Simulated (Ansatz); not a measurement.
Run this with Ansatz 0.2.0 through its Python package and show what comes out.

The script, `run_convert.py`:
```python
# -*- coding: utf-8 -*-
import ansatz as az


def main():
    ca2ruo4 = (
        az.Lattice.of((6.30482, -2.66757, 0.0), (6.30482, 2.66757, 0.0), (0.0, 0.0, 5.33842))
        .atom('Ca', (0.65362, 0.65362, 0.0))
        .atom('Ca', (0.84638, 0.84638, 0.5))
        .atom('Ca', (0.15362, 0.15362, 0.5))
        .atom('Ca', (0.34638, 0.34638, 0.0))
        .atom('Ru', (0.0, 0.0, 0.0))
        .atom('Ru', (0.5, 0.5, 0.5))
        .atom('O', (0.33406, 0.33406, 0.5))
        .atom('O', (0.16594, 0.16594, 0.0))
        .atom('O', (0.66594, 0.66594, 0.5))
        .atom('O', (0.83406, 0.83406, 0.0))
        .atom('O', (0.18112, 0.81888, 0.6813))
        .atom('O', (0.31888, 0.68112, 0.1813))
        .atom('O', (0.81888, 0.18112, 0.3187))
        .atom('O', (0.68112, 0.31888, 0.8187))
    )

    calc = (
        ca2ruo4.calculation()
        .functional('r2scan')
        .occupations('gaussian')
        .kpoints(5, 5, 5)
        .forces()
        .stress()
    )
    print(calc.to_yaml())


if __name__ == '__main__':
    main()
```

```console
$ python run_convert.py
crystal:
  lattice:
    - [6.30482, -2.66757, 0.0]
    - [6.30482, 2.66757, 0.0]
    - [0.0, 0.0, 5.33842]
  atoms:
    - { symbol: Ca, position: [0.65362, 0.65362, 0.0] }
    - { symbol: Ca, position: [0.84638, 0.84638, 0.5] }
    - { symbol: Ca, position: [0.15362, 0.15362, 0.5] }
    - { symbol: Ca, position: [0.34638, 0.34638, 0.0] }
    - { symbol: Ru, position: [0.0, 0.0, 0.0] }
    - { symbol: Ru, position: [0.5, 0.5, 0.5] }
    - { symbol: O, position: [0.33406, 0.33406, 0.5] }
    - { symbol: O, position: [0.16594, 0.16594, 0.0] }
    - { symbol: O, position: [0.66594, 0.66594, 0.5] }
    - { symbol: O, position: [0.83406, 0.83406, 0.0] }
    - { symbol: O, position: [0.18112, 0.81888, 0.6813] }
    - { symbol: O, position: [0.31888, 0.68112, 0.1813] }
    - { symbol: O, position: [0.81888, 0.18112, 0.3187] }
    - { symbol: O, position: [0.68112, 0.31888, 0.8187] }
kpoints:
  mp_grid:
    grid: [5, 5, 5]
hamiltonian:
  xc: r2scan
scf:
  occupations:
    method: gaussian
output:
  forces: true
  stress: true
```

The input is only written out: it wasn't run, and its settings aren't tested. The structure comes from a database and needn't be a stable phase.

(A comment or docstring line of the script was reworded after the run, the code is as it ran.)
